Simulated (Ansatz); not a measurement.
# TiO2 (P4_2/mnm): equation of state with a fit

Where is the equilibrium volume of TiO2 (P4_2/mnm), and how stiff is it? A script is to give an equation of state with a fit; the system is TiO2 (P4_2/mnm).

Program: Ansatz 0.2.0 through its Python package. Level of theory: DFT PBE, plane waves, PAW. These are calculated values, not measurements.

### Step 1. The system

The structure is tetragonal, space group P4_2/mnm (No. 136). Conventional cell: a = 4.592 Å, b = 4.592 Å, c = 2.957 Å, α = 90.00°, β = 90.00°, γ = 90.00°. Ti (site symmetry mmm) has 6 O at 1.95 to 1.98 Å as nearest neighbours. O (site symmetry m2m) is surrounded by 3 Ti at 1.95 to 1.98 Å.

No structure file is read: the coordinates are typed or built in the script.

### Step 2. The code

The input, tio2_eos.py:

```python
"""Energy against volume for TiO2, with a fit."""

import warnings

import ansatz as az
import numpy as np

VECTORS = np.array([
    [4.5922, 0.0, 0.0],
    [0.0, 4.5922, 0.0],
    [0.0, 0.0, 2.9574],
])
SITES = [
    ("Ti", [0.0, 0.0, 0.0]),
    ("Ti", [0.5, 0.5, 0.5]),
    ("O", [0.30496, 0.30496, 0.0]),
    ("O", [0.19504, 0.80496, 0.5]),
    ("O", [0.69504, 0.69504, 0.0]),
    ("O", [0.80496, 0.19504, 0.5]),
]


def build(cell):
    crystal = az.Crystal(lattice=az.Lattice.of(cell))
    for symbol, position in SITES:
        crystal = crystal.atom(symbol, position)
    return crystal


def main() -> None:
    warnings.simplefilter("ignore", az.DeckWarning)

    # uniform scaling of the cell
    volumes, energies, pressures = [], [], []
    for scale in np.linspace(0.95, 1.07, 5):
        cell = VECTORS * scale ** (1 / 3)
        job = build(cell).calculation()
        job = job.functional("PBE").basis(550)
        job = job.occupations(az.OccupationsMethod.FIXED).kpoints(4, 4, 6)
        job = job.stress()
        report = job.run().report
        volumes.append(abs(np.linalg.det(cell)) / len(SITES))
        energies.append(report["free_energy_ev"] / len(SITES))
        pressures.append(np.trace(report["stress_gpa"]) / 3)
        print(f"V = {volumes[-1]:8.4f} A^3/atom  F = {energies[-1]:.5f} eV/atom  P = {pressures[-1]:8.3f} GPa")

    # third-order Birch-Murnaghan: a cubic in V^(-2/3)
    x = np.array(volumes) ** (-2 / 3)
    poly = np.polynomial.Polynomial.fit(x, energies, 3).convert()
    roots = poly.deriv().roots()
    x0 = min((r.real for r in roots if abs(r.imag) < 1e-9 and poly.deriv(2)(r.real) > 0), key=lambda r: abs(r - x.mean()))
    v0 = x0 ** -1.5
    b0 = 4 / 9 * poly.deriv(2)(x0) * v0 ** (-7 / 3) * 160.21766
    b1 = 4 + 2 / 3 * x0 * poly.deriv(3)(x0) / poly.deriv(2)(x0)
    print(f"V0 = {v0:.4f} A^3/atom, B0 = {b0:.1f} GPa, dB/dP = {b1:.2f}")


if __name__ == "__main__":
    main()
```

### Step 3. Launch

Started as:

```bash
python tio2_eos.py
```

Output:

```text
V =   9.8747 A^3/atom  F = -1212.84399 eV/atom  P =   19.696 GPa
V =  10.1865 A^3/atom  F = -1212.87331 eV/atom  P =   10.668 GPa
V =  10.4984 A^3/atom  F = -1212.88636 eV/atom  P =    2.943 GPa
V =  10.8102 A^3/atom  F = -1212.88549 eV/atom  P =   -3.669 GPa
V =  11.1220 A^3/atom  F = -1212.87270 eV/atom  P =   -9.326 GPa
V0 = 10.6313 A^3/atom, B0 = 227.7 GPa, dB/dP = 4.29
```

It took 15 s on 1 thread of Arm Neoverse V2, shared host; peak memory 0.42 GiB.

### Step 4. The runs side by side

One row for each of the 5 runs:

```csv
run,volume (Å³/atom),energy from run 3 (meV/atom),pressure (GPa),gap on the mesh (eV),SCF cycles,CPU time (s)
1,9.875,42.37,19.70,2.03,6,2.9
2,10.187,13.05,10.67,1.95,6,2.7
3,10.498,0.00,2.94,1.87,6,2.8
4,10.810,0.87,-3.67,1.80,6,2.9
5,11.122,13.66,-9.33,1.73,6,2.8
```

### Step 5. What came out

| quantity | value |
| --- | --- |
| runs compared | 5 |
| range of energy | 42.37 meV/atom |
| lowest point, volume (Å³/atom) | 10.498 |
| equilibrium volume (fit) | 10.63 Å³/atom |
| bulk modulus (fit) | 228 GPa |

What this shows: A third-order Birch-Murnaghan fit through the 5 points has its minimum at 10.63 Å³ an atom, 2.3 % above the typed cell, with a bulk modulus of 228 GPa and dB/dP = 4.3. From that minimum the energy rises by 43.6 meV an atom on the compressed side and 14.9 meV on the expanded side. Reading the output:
- The run is spin-unpolarised.
- Shape and fractional positions are held along the curve, so the bulk modulus is an upper value where they are free to relax.
- Pressure is positive in compression.
